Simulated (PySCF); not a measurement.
# GaH: structure of the singlet

Aim: relax GaH as a singlet from a linear start, check by its vibrations whether the end is a minimum, and collect its spectrum and constants.

Computed with PySCF 2.14.0. Level: B3LYP, basis Ga def2-SVP, H def2-SVP, no relativity, density fitting.

## (1) Where the work starts

2 atoms, charge 0, spin multiplicity 1.

Bond lengths: Ga1–H2 1.638 Å.

```xyz
2
charge 0 multiplicity 1
Ga    0.0000    0.0000    0.0000
H     0.0000    0.0000    1.6380
```

## (2) Finding the electronic state

The steps below are one call of a driver around PySCF. For each, scf.py gives the equivalent set-up of the SCF; relaxations use the driver's own optimiser. After this first run the driver tries any further starts and a stability analysis.

The input, scf.py:

```python
from pyscf import gto, scf, dft
mol = gto.M(atom='''
Ga     0.000000     0.000000     0.000000
H      0.000000     0.000000     1.638000''',
    basis={'Ga': 'def2-SVP', 'H': 'def2-SVP'},
    charge=0, spin=0)
mf = dft.RKS(mol, xc='B3LYP')
mf.grids.atom_grid = (50, 194)
aux = {'Ga': 'def2-universal-JKFIT', 'H': 'def2-universal-JKFIT'}
mf = mf.density_fit(auxbasis=aux)
mf.conv_tol = 1e-08
mf.diis_space = 10
mf.max_cycle = 60
mf.init_guess = 'minao'
mf.verbose = 4
mf.kernel()
```

Run with:

```bash
$ OMP_NUM_THREADS=2 python axn.py task.json out
```

Log:

```text
init E= -1924.59998300634
  HOMO = -0.208341377235902  LUMO = -0.0756924306545366  gap/eV = 3.60956
cycle= 1 E= -1925.20140493512  delta_E= -0.601  |g|= 0.396  |ddm|=  1.1
  HOMO = -0.20995858295746  LUMO = -0.0827000597006041  gap/eV = 3.46288
cycle= 2 E= -1925.19749074624  delta_E= 0.00391  |g|= 0.476  |ddm|= 0.608
  HOMO = -0.207605484870144  LUMO = -0.0710396745428838  gap/eV = 3.71614
cycle= 3 E= -1925.2230112718  delta_E= -0.0255  |g|= 0.0181  |ddm|= 0.281
  HOMO = -0.211338595668952  LUMO = -0.0706336516023688  gap/eV = 3.82878
cycle= 4 E= -1925.22314155694  delta_E= -0.00013  |g|= 0.00368  |ddm|= 0.0396
  HOMO = -0.211427046189406  LUMO = -0.0708237472206157  gap/eV = 3.82601
cycle= 5 E= -1925.22314980277  delta_E= -8.25e-06  |g|= 0.000355  |ddm|= 0.0112
  HOMO = -0.211425148837761  LUMO = -0.070841568426619  gap/eV = 3.82547
cycle= 6 E= -1925.22314985618  delta_E= -5.34e-08  |g|= 4.25e-05  |ddm|= 0.000561
  HOMO = -0.211413421595908  LUMO = -0.0708320039265154  gap/eV = 3.82542
cycle= 7 E= -1925.22314985652  delta_E= -3.41e-10  |g|= 2.28e-06  |ddm|= 8.04e-05
  HOMO = -0.211414671793149  LUMO = -0.0708333093137196  gap/eV = 3.82541
Extra cycle  E= -1925.22314985652  delta_E= -4.55e-12  |g|= 2.32e-06  |ddm|= 9.54e-06
converged SCF energy = -1925.22314985652
```

This step, with its further starts and checks, took 0.6 s on 2 threads of Arm Neoverse V2, shared host.

No lower closed-shell solution turned up in the test of internal stability.

## (3) Relaxing the singlet from the linear start

The program finds C∞v symmetry in the start, which this walk keeps. Threshold on the gradient: 0.0003 Eh/bohr, with a further test on the energy change.

Edit scf.py of step 2 so:

```diff
@@ -3,2 +3,2 @@
-Ga     0.000000     0.000000     0.000000
-H      0.000000     0.000000     1.638000''',
+Ga    -0.000000     0.000000    -0.023606
+H      0.000000    -0.000000     1.614394''',
@@ -14 +13,0 @@
-mf.init_guess = 'minao'
```

The optimiser's trace:

```csv
step,energy (Eh),change (kJ/mol),largest symmetric gradient (Eh/bohr)
0,-1925.223150,0.00,0.01063
1,-1925.223562,-1.08,0.00475
2,-1925.223675,-1.38,0.00047
3,-1925.223676,-1.38,0.00002
```

The walk took 0.8 s.

Positions (Å) and forces (eV/Å) along the way:

```
step 0
Ga   0.000   0.000  -0.024   0.000   0.000  -0.546
H    0.000   0.000   1.614   0.000   0.000   0.546
step 1
Ga   0.000   0.000  -0.038   0.000   0.000  -0.244
H    0.000   0.000   1.629   0.000   0.000   0.244
step 2
Ga   0.000   0.000  -0.049   0.000   0.000  -0.024
H    0.000   0.000   1.640   0.000   0.000   0.024
step 3
Ga   0.000   0.000  -0.051   0.000   0.000  -0.001
H    0.000   0.000   1.641   0.000   0.000   0.001
```

After 3 steps and 1.4 kJ/mol it ends at C∞v: Ga–H 1.692 Å.

## (4) Frequencies

The point is checked on the finer grid, and tightened if its gradient asks for it. The Hessian and the dipole derivatives come from central differences of analytic gradients, with steps of 0.02 bohr.

Edit scf.py of step 3 so:

```diff
@@ -3,2 +3,2 @@
-Ga    -0.000000     0.000000    -0.023606
-H      0.000000    -0.000000     1.614394''',
+Ga     0.000000    -0.000000    -0.024386
+H      0.000000     0.000000     1.667802''',
@@ -8 +8 @@
-mf.grids.atom_grid = (50, 194)
+mf.grids.atom_grid = (75, 302)
@@ -11 +11 @@
-mf.conv_tol = 1e-08
+mf.conv_tol = 1e-10
```

This SCF starts from the last density.

SCF at the final geometry:

```text
init E= -1925.22379114131
  HOMO = -0.212292263487645  LUMO = -0.0714665931396609  gap/eV = 3.83206
cycle= 1 E= -1925.22379114131  delta_E= -4.55e-13  |g|= 7.96e-08  |ddm|= 1.19e-07
  HOMO = -0.212292266560977  LUMO = -0.0714665983913604  gap/eV = 3.83206
Extra cycle  E= -1925.22379114131  delta_E= 6.82e-13  |g|= 1.04e-07  |ddm|= 1.12e-07
converged SCF energy = -1925.22379114131
```

The whole step took 2.2 s.

Geometry: C∞v; Ga–H 1.692 Å.

Modes, for the most abundant isotopes:

```json
{"symmetry": "σ+", "ω (cm⁻¹)": "1571", "IR (km/mol)": "791", "type": "stretch"}
```

All wavenumbers are real: a minimum.

Constants and moments:

- Dipole moment: 0.35 D
- Highest occupied level: -5.78 eV
- Lowest empty level: -1.94 eV
- Rotational constants: 5.927 cm⁻¹
- Zero-point energy: 9.4 kJ/mol
- Principal polarisabilities: 27.3, 27.3, 42.9 bohr³
- Atomisation energy without zero-point energy: 286 kJ/mol
- Principal traceless quadrupole moments about the centre of mass: -7.65, 3.82, 3.82 D Å
- Entropy at 298.15 K and 1 bar: 199.7 J/(mol K)
- Heat capacity Cp at 298.15 K: 29.3 J/(mol K)
- Enthalpy at 298.15 K above 0 K: 8.69 kJ/mol
- Rotational symmetry number: 1

Populations by atom (charges in e):

| atom | Mulliken | Löwdin | polar tensor | Mayer order to Ga1 |
| --- | --- | --- | --- | --- |
| Ga1 | 0.19 | 0.16 | 0.33 | – |
| H2 | -0.19 | -0.16 | -0.33 | 0.91 |

Mulliken populations on Ga1: s 7.93, p 12.86, d 10.03.

## (5) Summary of results

| quantity | value |
| --- | --- |
| minimum | singlet, C∞v |
| geometry | Ga–H 1.692 Å |
| wavenumbers (cm⁻¹) | 1571 (σ+) |
| dipole moment | 0.35 D |
| highest occupied, lowest empty level | -5.78, -1.94 eV |
| polar-tensor charge of Ga1 | +0.33 e |
| zero-point energy | 9.4 kJ/mol |
| entropy at 298.15 K | 199.7 J/(mol K) |
| atomisation energy (no zero-point energy) | 286 kJ/mol |

The molecule stays C∞v, as typed, and the end point is a minimum. In the infrared the band at 1571 cm⁻¹ (σ+, stretch) leads. Only this shape and spin were tried, so other structures or states may lie lower.

The search up to here took 3.7 s.
